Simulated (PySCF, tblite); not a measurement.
# C5H7BNO2 radical: geometry, infrared bands and EPR parameters

Wanted: the infrared bands and EPR parameters of C5H7BNO2 radical (`CC/C(=[C]/C#N)B(O)O`), by calculation.

The runs use tblite 0.8.0 and PySCF 2.14.0, with density-fitted response routines of our own; the level of theory stands in each step. All values are computed, except where a source is named. Atoms count from 0, in the outputs and in this text.

## 1. The starting structure

16 atoms, charge 0, multiplicity 2; geometry from: force field or distance geometry start.

Bonds of the start (Å): C0–C1 1.52, C1–C2 1.52, C2–C3 1.35, C3–C4 1.44, C4–N5 1.16, C2–B6 1.56, B6–O7 1.47, B6–O8 1.47, C0–H9 1.12, C0–H10 1.10, C0–H11 1.11, C1–H12 1.13, C1–H13 1.10, O7–H14 0.99, O8–H15 0.98.

## 2. Optimising the geometry with GFN2-xTB

The job: settings as JSON, then the geometry in Å.

```
{"job": {"kind": "relax", "xc": "GFN2-xTB", "basis": "xTB"}, "charge": 0, "multiplicity": 2}
C     -1.354200    -0.928600    -0.792300
C     -0.915500    -0.384000     0.553600
C      0.317300     0.492300     0.419200
C      0.220300     1.809200     0.126200
C     -1.026200     2.505300    -0.023200
N     -2.030400     3.072700    -0.166400
B      1.747000    -0.132200     0.517700
O      2.940500     0.708500     0.374100
O      1.911600    -1.568100     0.781300
H     -2.256300    -1.577600    -0.650900
H     -0.555300    -1.526400    -1.260500
H     -1.639800    -0.091600    -1.466700
H     -0.690100    -1.243900     1.244700
H     -1.742600     0.168800     1.034500
H      3.136100     0.684500    -0.596800
H      1.930100    -1.980000    -0.106000
```

Started as:

```sh
$ OMP_NUM_THREADS=1 python probes_run.py task.json out
```

One launch serves the whole session: the jobs run in the order shown.

**Question.** This job is followed by: GFN2-xTB harmonic vibrations, gas phase; UKS B3LYP, pcH-1 on B C H N O, non-relativistic, mean-field spin-orbit, GIAO. What will the session give for the following? strongest single infrared mode (GFN2-xTB); zero-point energy (GFN2-xTB); g(iso) (B3LYP); ⟨S²⟩; largest a(iso) (averaged by class); potential on the surface of density 0.002 e/bohr³, 1st and 99th percentile.

As calculated:

| quantity | value |
| --- | --- |
| strongest single infrared mode (GFN2-xTB) | 1282 cm⁻¹, 394 km/mol |
| zero-point energy (GFN2-xTB) | 72.4 kcal/mol |
| g(iso) (B3LYP) | 2.00219 |
| ⟨S²⟩ | 0.773 (exact 0.75) |
| largest a(iso) (averaged by class) | 11B on B6, 75.3 MHz |
| potential on the surface of density 0.002 e/bohr³, 1st and 99th percentile | -1.89 V and 3.27 V |

Relaxing lowered the energy by 1.967 eV in 94 steps; the close pair that moved most is B6–O7, from 1.467 to 1.348 Å. All 42 modes are real, so the xTB geometry is a minimum. The strongest single mode, at 1282 cm⁻¹, moves mainly B6. Unscaled tight-binding wavenumbers are off by several per cent, some by more. Its intensities can rank the bands wrongly. C3 carries the largest spin population, 0.80 e. The isotropic g lies 0.1 ppt below the free-electron value.
